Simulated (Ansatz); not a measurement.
# F2H2SeSi: basis-set convergence

One table from this session's results is given with a row withheld; the runs are named, their logs left out.

The runs use Ansatz 0.2.0, Gaussian basis; one geometry, several basis sets.

The runs, in order: PBE0-D4/def2-SVP; ωB97M-V/def2-SVP; PBE0-D4/def2-QZVPP; ωB97M-V/def2-QZVPP; the functionals' def2-TZVPP values are taken from earlier runs.

## The relaxed structure

An earlier PBE0-D4 in a triple-zeta def2 set relaxation fixed the geometry.

SMILES `F[SiH](F)[SeH]`, 6 atoms, charge 0, spin multiplicity 1.

Atoms are counted from 1 here; the program's logs count them from 0.

Bond lengths: F1–Si2 1.585 Å, Si2–F3 1.585 Å, Si2–Se4 2.247 Å, Si2–H5 1.472 Å, Se4–H6 1.470 Å. Angles: F1–Si2–F3 105.4°, F1–Si2–Se4 111.4°, F1–Si2–H5 109.5°, F3–Si2–Se4 111.4°, F3–Si2–H5 109.5°, Se4–Si2–H5 109.5°, Si2–Se4–H6 91.5°.

The first run:

Input file in.yaml:

```yaml
crystal:
  periodic: [false, false, false]
  atoms:
    - {symbol: F, position_ang: [-0.258236, -1.656326, 0.417862]}
    - {symbol: Si, position_ang: [0.470258, -0.308965, 0.009989]}
    - {symbol: F, position_ang: [0.637314, -0.381270, -1.564592]}
    - {symbol: Se, position_ang: [-0.727885, 1.489805, 0.625503]}
    - {symbol: H, position_ang: [1.797570, -0.256108, 0.643677]}
    - {symbol: H, position_ang: [-1.876921, 1.048764, -0.178638]}
basis:
  gaussian: {orbitals: def2-SVP}
hamiltonian: {xc: pbe0, dispersion: d4}
output: {orbitals: {seedname: orbitals}}
```

Steps of the session up to this table: PBE0-D4 in def2-SVP; ωB97M-V in def2-SVP; PBE0-D4 in def2-QZVPP; ωB97M-V in def2-QZVPP.

One of the session's tables, all rows but one given; the rest of the session is left out.

It belongs to the step «Density functionals: the series». 

```
functional       basis  HOMO (eV)  LUMO (eV)
   PBE0-D4    def2-SVP      -7.65      -0.09
   PBE0-D4  def2-TZVPP          ?          ?
   PBE0-D4  def2-QZVPP      -7.78      -0.52
   ωB97M-V    def2-SVP      -9.80       1.97
   ωB97M-V  def2-TZVPP      -9.93       1.53
   ωB97M-V  def2-QZVPP      -9.96       1.20
```

Q: Estimate the row for PBE0-D4, def2-TZVPP from the others.

The run gave: HOMO (eV): -7.76; LUMO (eV): -0.39. In the column «HOMO (eV)» it lies between PBE0-D4, def2-QZVPP (-7.78) and PBE0-D4, def2-SVP (-7.65).
